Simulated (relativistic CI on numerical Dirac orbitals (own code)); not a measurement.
# Tb LXI (Tb⁶⁰⁺): levels and lines

Aim: the low levels of Tb⁶⁰⁺, their labels and the strongest lines; runs with one setting changed show what the result hangs on.

Program: relativistic CI on numerical Dirac orbitals (own code) version 2. Level of theory: Dirac-Coulomb-Breit CI, KLI orbitals optimised for each configuration, model QED (radiative potential, 1s self-energy scaled to tabulated hydrogen-like ionisation energies). These are calculated values, not measurements, unless marked.

**1. The system**

```
ion                       : Tb⁶⁰⁺ (Tb LXI)
nuclear charge            : 65
electrons                 : 5
isotope                   : A = 159
first configuration typed : [He] 2s2 2p
```

Outer shells as boxes (Hund's rule):

first configuration typed
```
[He] core
2s [↑↓]
2p [↑ ][  ][  ]
```

**2. Base run**

Settings of the run:

```ini
atom Tb  Z=65  charge=60  electrons=5
nucleus A=159  rms_radius_fm=5.0600
hamiltonian dirac-coulomb  breit=on  qed=on  c_scale=1
orbitals kli  potential=per-configuration
slater_scale 1
correlation none
mixing on
configurations
  [He] 2s2 2p
  [He] 2s 2p2
  [He] 2p3
  [He] 2p2 3s
  [He] 2p2 3p
  [He] 2p2 3d
  [He] 2s2 3s
  [He] 2s2 3p
  [He] 2s2 3d
  [He] 2s 2p 3s
  [He] 2s 2p 3p
  [He] 2s 2p 3d
  [He] 2s2 4s
  [He] 2s2 4p
  [He] 2s2 4d
  [He] 2s2 4f
end
```

**3. Correlation estimate p86**

Settings: those of step 2 with these lines changed.

```diff
@@ -5,3 +5,3 @@
 slater_scale 1
-correlation none
+correlation p86
 mixing on
```

**4. Non-relativistic limit (c × 1000)**

Settings: those of step 3 with these lines changed.

```diff
@@ -2,6 +2,6 @@
 nucleus A=159  rms_radius_fm=5.0600
-hamiltonian dirac-coulomb  breit=on  qed=on  c_scale=1
+hamiltonian dirac-coulomb  breit=off  qed=off  c_scale=1000
 orbitals kli  potential=per-configuration
 slater_scale 1
-correlation p86
+correlation none
 mixing on
```

**5. The first configuration alone**

Settings of the run:

```ini
atom Tb  Z=65  charge=60  electrons=5
nucleus A=159  rms_radius_fm=5.0600
hamiltonian dirac-coulomb  breit=on  qed=on  c_scale=1
orbitals kli  potential=per-configuration
slater_scale 1
correlation none
mixing on
configurations
  [He] 2s2 2p
end
```

(Steps that only read results are left out.)

Q: Predict the outcome of this session. Wanted: lowest level; first excitation; lowest level of the other parity; fastest E1 line; ionisation energy.

The runs gave:

| run | time | mean size of shift, levels followed (cm⁻¹) | lowest level | ionisation energy (eV) |
| --- | --- | --- | --- | --- |
| main run | 0.73 s | 0 | 2p 2P°1/2 | 14002 |
| correlation estimate p86 | 0.73 s | 261 | 2p 2P°1/2 | 14004 |
| non-relativistic limit (c × 1000) | 0.28 s | 8085498 | 2p 2P°1/2 | - |
| the first configuration alone | 0.06 s | 36790 | 2p 2P°1/2 | - |

The tabulated theoretical ionisation energy (NIST) is 14003 eV.

```
                                       quantity                                 value
                                   lowest level                             2p 2P°1/2
                               first excitation  2s 2p2 [2s 2p1/2^2] J=1/2, 218.66 eV
               lowest level of the other parity  2s 2p2 [2s 2p1/2^2] J=1/2, 218.66 eV
                            levels in the model                                   132
  fastest E1 line (by rate) to the lowest level              0.1504 nm, from 3d 2D3/2
                              ionisation energy                              14002 eV
ionisation energy, tabulated theoretical (NIST)                              14003 eV
```

**Reading.** 2p 2P°1/2 comes out lowest; its LS label holds 100 % and its jj label 100 %; over the low levels the means are 72 and 100 %, so jj coupling describes them better. The ionisation energy agrees with the tabulated theoretical value within its uncertainty of 10 eV. The largest mover is «non-relativistic limit (c × 1000)» (8085498 cm⁻¹ on average). Lifetimes count radiative decay inside the model alone.
